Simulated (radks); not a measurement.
**Excited configurations of Ce²⁺**

Aim: excitation energies and quantum defects of the outer electron of Ce²⁺, by total-energy differences.

The numbers are computed with radks (a radial shooting solver on a logarithmic mesh, Libxc functionals) version 1 (Dirac Kohn-Sham, BLYP, spin-unpolarised, spherical densities, point nucleus; open shells are shared between the two j in proportion to 2j + 1), except any that are marked as measured or tabulated.

1 further run of the same task is left out (it didn't finish).

## (1) What is computed

| Item | Value |
| --- | --- |
| element | cerium (Z = 58) |
| charge | +2 |
| electrons | 56 |
| configuration | [Xe] 4f2 |

Outer shells as boxes (Hund's rule):

Ce²⁺
```
[Xe] core
4f [↑ ][↑ ][  ][  ][  ][  ][  ]
```

## (2) Ground configuration: [Xe] 4f2

The run's settings:

```text
Z 58
configuration [Xe] 4f2
relativity Dirac
functional b88,lyp
spin unpolarised
j_filling average
nucleus point
c 137.035999084
```

## (3) The ion: [Xe] 4f1

Changes since step 2:

```diff
@@ -1,3 +1,3 @@
 Z 58
-configuration [Xe] 4f2
+configuration [Xe] 4f1
 relativity Dirac
```

## (4) Outer electron in 5d: [Xe] 4f1 5d1

Changes since step 3:

```diff
@@ -1,3 +1,3 @@
 Z 58
-configuration [Xe] 4f1
+configuration [Xe] 4f1 5d1
 relativity Dirac
```

## (5) Outer electron in 5f: [Xe] 4f1 5f1

Changes since step 4:

```diff
@@ -1,3 +1,3 @@
 Z 58
-configuration [Xe] 4f1 5d1
+configuration [Xe] 4f1 5f1
 relativity Dirac
```

## (6) Outer electron in 6p: [Xe] 4f1 6p1

Changes since step 5:

```diff
@@ -1,3 +1,3 @@
 Z 58
-configuration [Xe] 4f1 5f1
+configuration [Xe] 4f1 6p1
 relativity Dirac
```

## (7) Outer electron in 6d: [Xe] 4f1 6d1

Changes since step 6:

```diff
@@ -1,3 +1,3 @@
 Z 58
-configuration [Xe] 4f1 6p1
+configuration [Xe] 4f1 6d1
 relativity Dirac
```

## (8) Outer electron in 7s: [Xe] 4f1 7s1

Changes since step 7:

```diff
@@ -1,3 +1,3 @@
 Z 58
-configuration [Xe] 4f1 6d1
+configuration [Xe] 4f1 7s1
 relativity Dirac
```

## (9) Outer electron in 7d: [Xe] 4f1 7d1

Changes since step 8:

```diff
@@ -1,3 +1,3 @@
 Z 58
-configuration [Xe] 4f1 7s1
+configuration [Xe] 4f1 7d1
 relativity Dirac
```

What does the calculation give? Wanted: for each run, outer orbital; excitation; binding; n*; quantum defect; <r>.

As calculated:

```
outer orbital  excitation (eV)  binding (eV)     n*  quantum defect  <r> (bohr)
           5d            1.244        19.094  2.532           2.468       2.586
           5f           12.439         7.900  3.937           1.063       5.634
           6p            6.309        14.030  2.954           3.046       4.309
           6d           11.182         9.157  3.657           2.343       5.947
           7s           10.889         9.450  3.600           3.400       6.726
           7d           14.500         5.838  4.580           2.420       9.872
```

In words: Binding is E(ion) − E, and n* = 3/√(2·binding) in atomic units. The Δ-SCF energy to the ion that was run is 20.339 eV (NIST's first ionisation energy, to the ion's ground state: 20.197 eV, semi-empirical). Mean quantum defects: d 2.41, f 1.06, p 3.05, s 3.40. They fall with l, since high-l orbitals stay out of the core. Self-interaction in the functional shifts them, so they are the method's values and not measured ones. Spin polarisation and multiplet splitting are left out, so open shells lie too high by an amount that depends on their filling. Sharing an open shell by 2j + 1 raises it above the true ground level by a part of the spin-orbit splitting, which enters the differences from NIST.
